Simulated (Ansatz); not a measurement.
# La: stiffness from strained cells

Aim: the elastic tensor from the stress of slightly strained cells, and the moduli that follow. Runs: reference run (LAPW); ions clamped (LAPW); at 20 GPa (LAPW). Companion runs by PAW are cited.

Computed with Ansatz 0.2.0 (DFT PBEsol, all-electron LAPW, scalar-relativistic unless said, unless a step's input says otherwise).

1 further run of the same task is left out (it didn't finish).

### 1 The structure to begin with

The structure is hexagonal, space group P6_3/mmc (No. 194). The conventional cell has a = 3.654 Å, b = 3.654 Å, c = 5.988 Å, α = 90.00°, β = 90.00°, γ = 120.00°. Around La (site symmetry -6m2) lie 12 La at 3.65 to 3.66 Å.

As a file:

```
La
1.0
     3.65356    0.00000    0.00000
    -1.82678    3.16408    0.00000
     0.00000    0.00000    5.98832
La
2
Direct
  0.33333 0.66667 0.25000
  0.66667 0.33333 0.75000
```

Cartesian axes are those of the input's lattice vectors. The structure goes back to a database entry.

### 2 Reference run, LAPW

Input file input.yaml:

```yaml
crystal:
  lattice:
    - [3.65356358145, 0.0, 0.0]
    - [-1.82678179072, 3.16407887588, 0.0]
    - [0.0, 0.0, 5.98831544107]
  atoms:
    - { symbol: La, position: [0.333333333333, 0.666666666667, 0.25] }
    - { symbol: La, position: [0.666666666667, 0.333333333333, 0.75] }
kpoints:
  mp_grid: { grid: [14, 14, 8] }
scf:
  occupations: { method: fermi_dirac, width: 0.1 }
hamiltonian:
  xc: pbesol
  pseudopotentials: { kind: all_electron, lapw: { basis_error: 0.001 } }
elastic:
  mode: relaxed_ion
  stencil: two_point
  amplitude: 0.005
```

Started as:

```sh
$ ansatz run input.yaml --threads 1 --pin off --max-ram 2048MiB --backend cpu --events-out ev --progress --plain --runs-dir out
```

### 3 Ions clamped, LAPW

Edit input.yaml of step 2 so:

```diff
@@ -16,3 +16,3 @@
 elastic:
-  mode: relaxed_ion
+  mode: clamped_ion
   stencil: two_point
```

### 4 At 20 GPa, LAPW

Edit input.yaml of step 3 so:

```diff
@@ -2,5 +2,5 @@
   lattice:
-    - [3.65356358145, 0.0, 0.0]
-    - [-1.82678179072, 3.16407887588, 0.0]
-    - [0.0, 0.0, 5.98831544107]
+    - [3.14594433467, 0.0, 0.0]
+    - [-1.57297216733, 2.72446771272, 0.0]
+    - [0.0, 0.0, 5.29747034858]
   atoms:
@@ -16,3 +16,3 @@
 elastic:
-  mode: clamped_ion
+  mode: relaxed_ion
   stencil: two_point
```

(Steps that only read results are left out.)

Before running it: what results should come out? Wanted: C11; C12; C13; C33; C44; bulk, shear and Young's modulus; Debye temperature from sound speeds; universal anisotropy index.

**Answer**, as computed:

| quantity | value |
| --- | --- |
| C11 (LAPW) | 46 GPa |
| C12 (LAPW) | 11 GPa |
| C13 (LAPW) | 18 GPa |
| C33 (LAPW) | 53 GPa |
| C44 (LAPW) | 9 GPa |
| bulk, shear and Young's modulus | 26, 13, 34 GPa |
| Debye temperature from sound speeds | 142 K |
| universal anisotropy index | 0.55 |

**Reading.** All eigenvalues are positive, so the crystal is mechanically stable; by LAPW K = 26 and G = 13 GPa, K/G = 2.02, on the ductile side of Pugh's rough line at 1.75, which was drawn for metals. Young's modulus runs from 27 to 42 GPa with direction. PAW's constants lie within 0.2 GPa of LAPW's. Letting the ions relax lowers C11 most, from 49 to 46 GPa. At 20 GPa K rises to 90 GPa. Cautions: responses of metals move with mesh and smearing.
